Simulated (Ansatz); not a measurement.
# C2H8OSi2, SMILES CC(=O)[SiH2][SiH3]: a single point in a Gaussian basis

Computed with Ansatz 0.2.0 through its Python package.

Input file `c2h8osi2.xyz`:
```text
13

C    -2.03810    0.29240    0.53180
C    -0.96680    0.66460   -0.41760
O    -1.14690    0.92510   -1.61850
Si    0.86310    0.70610    0.25460
Si    1.84070   -1.19200   -0.55950
H    -2.13750    1.09170    1.32340
H    -1.92460   -0.66290    0.93910
H    -2.99430    0.37590   -0.03570
H     0.76940    0.67110    1.79320
H     1.53560    1.93460   -0.09580
H     1.98040   -1.16640   -2.00000
H     1.09090   -2.39310   -0.13860
H     3.14850   -1.28180    0.03850
```

Notebook, run cell by cell (the value of a cell's last expression is shown):

**Cell 1**
```python
from pathlib import Path
import json

import ansatz as az
import numpy as np
```

**Cell 2**
```python
BASIS = 'def2-SVPD'
FUNCTIONAL = 'b3lyp'
```

**Cell 3**
```python
c2h8osi2 = az.Crystal.molecule_from_extxyz('c2h8osi2.xyz')

calculation = (
    c2h8osi2.calculation()
    .basis(gaussian=BASIS)
    .functional(FUNCTIONAL)
    .forces()
    .orbitals()
)
print(calculation.to_yaml())
res = calculation.run(threads=1, backend='cpu', runs_dir='c2h8osi2_runs')
rep = res.report

rep['free_energy_ev']
```
Output:
```text
crystal:
  periodic: [false, false, false]
  atoms:
    - { symbol: C, position_ang: [-2.0381, 0.2924, 0.5318] }
    - { symbol: C, position_ang: [-0.9668, 0.6646, -0.4176] }
    - { symbol: O, position_ang: [-1.1469, 0.9251, -1.6185] }
    - { symbol: Si, position_ang: [0.8631, 0.7061, 0.2546] }
    - { symbol: Si, position_ang: [1.8407, -1.192, -0.5595] }
    - { symbol: H, position_ang: [-2.1375, 1.0917, 1.3234] }
    - { symbol: H, position_ang: [-1.9246, -0.6629, 0.9391] }
    - { symbol: H, position_ang: [-2.9943, 0.3759, -0.0357] }
    - { symbol: H, position_ang: [0.7694, 0.6711, 1.7932] }
    - { symbol: H, position_ang: [1.5356, 1.9346, -0.0958] }
    - { symbol: H, position_ang: [1.9804, -1.1664, -2.0] }
    - { symbol: H, position_ang: [1.0909, -2.3931, -0.1386] }
    - { symbol: H, position_ang: [3.1485, -1.2818, 0.0385] }
basis:
  gaussian:
    orbitals: def2-SVPD
hamiltonian:
  xc: b3lyp
output:
  orbitals: {}
  forces: true

-19999.334126251648
```

**Cell 4**
```python
rep['converged'], rep['free_energy_ev']
```
Output:
```text
(True, -19999.334126251648)
```

**Cell 5**
```python
rep['published_state_doubts']
```
Output:
```text
[]
```

**Cell 6**
```python
print(f'E = {rep["free_energy_ev"]:.6f} eV = {rep["free_energy_ev"] / 27.211386246:.7f} Ha')
print('converged:', rep['converged'], ' doubts:', rep['published_state_doubts'] or 'none')

field = rep['mean_field']
print('<S^2> =', round(abs(field['state']['spin_squared']), 4), ' all-electron relativity setting:', field['relativity'])
print('passes:', field['passes'])
if 'symmetry' in field:
    print('occupied orbitals by irrep:', field['symmetry']['occupied'])
```
Output:
```text
E = -19999.334126 eV = -734.9619731 Ha
converged: True  doubts: none
<S^2> = 0.0  all-electron relativity setting: none
passes: {'evaluations': 16, 'products': 15}
occupied orbitals by irrep: [{'A': 28}, {'A': 28}]
```

**Cell 7**
```python
symbols = [site.symbol for site in c2h8osi2.cartesian_sites]
forces = np.array(rep['forces_ev_ang'])
print('largest force', round(float(np.linalg.norm(forces, axis=1).max()), 4), 'eV/A, rms', round(float(np.sqrt((forces ** 2).mean())), 4))
```
Output:
```text
largest force 3.7797 eV/A, rms 0.9389
```

**Cell 8**
```python
charges = rep['charge_distribution']
print('dipole moment', round(4.803205 * float(np.linalg.norm(charges['dipole_moment_e_ang'])), 3), 'D')
print('Mulliken:', [(s, round(q, 3)) for s, q in zip(symbols, charges['mulliken_charges_e'])])

lines = Path(rep['orbitals_path']).read_text().splitlines()
field_of = lambda key: [line.split('=')[1].strip() for line in lines if line.startswith(key)]
orbitals = [(27.211386 * float(e), s, float(n)) for e, s, n in zip(field_of('Ene='), field_of('Spin='), field_of('Occup='))]
homo = max(e for e, _, n in orbitals if n > 0.5)
lumo = min(e for e, _, n in orbitals if n < 0.5)
print(f'HOMO {homo:.3f} eV, LUMO {lumo:.3f} eV, gap {lumo - homo:.3f} eV')
with open('c2h8osi2.json', 'w') as handle:
    json.dump({k: rep[k] for k in ('free_energy_ev', 'reference_energy_ev', 'n_occupied', 'n_virtual')}, handle, indent=1)
```
Output:
```text
dipole moment 2.44 D
Mulliken: [('C', 0.671), ('C', -0.239), ('O', -0.46), ('Si', -0.256), ('Si', -0.703), ('H', 0.053), ('H', -0.167), ('H', 0.019), ('H', 0.164), ('H', 0.211), ('H', 0.244), ('H', 0.219), ('H', 0.243)]
HOMO -6.749 eV, LUMO -1.739 eV, gap 5.010 eV
```

`c2h8osi2.json`, as written:
```json
{
 "free_energy_ev": -19999.334126251648,
 "reference_energy_ev": -19999.334126251648,
 "n_occupied": [
  28,
  28
 ],
 "n_virtual": [
  147,
  147
 ]
}
```

Total energies depend on the basis set; only differences at equal settings carry meaning. The geometry is a force-field or estimated start, not a minimum of this method, and the basis set is short of its limit. b3lyp holds the VWN-RPA fit, as in Gaussian; the form of ORCA and Turbomole is b3lyp5. Levels such as HOMO and LUMO are orbital energies: with these approximate functionals they aren't the ionisation energy and electron affinity, and their gap isn't the fundamental gap. Mulliken charges are unreliable in a basis with diffuse functions. The whole script took 10 s on 1 thread of Intel(R) Xeon(R) Platinum 8375C CPU @ 2.90GHz (Ice Lake), on a shared host, peak memory 0.52 GiB.

(Lines on the test bed's own set-up are left out of the output.)
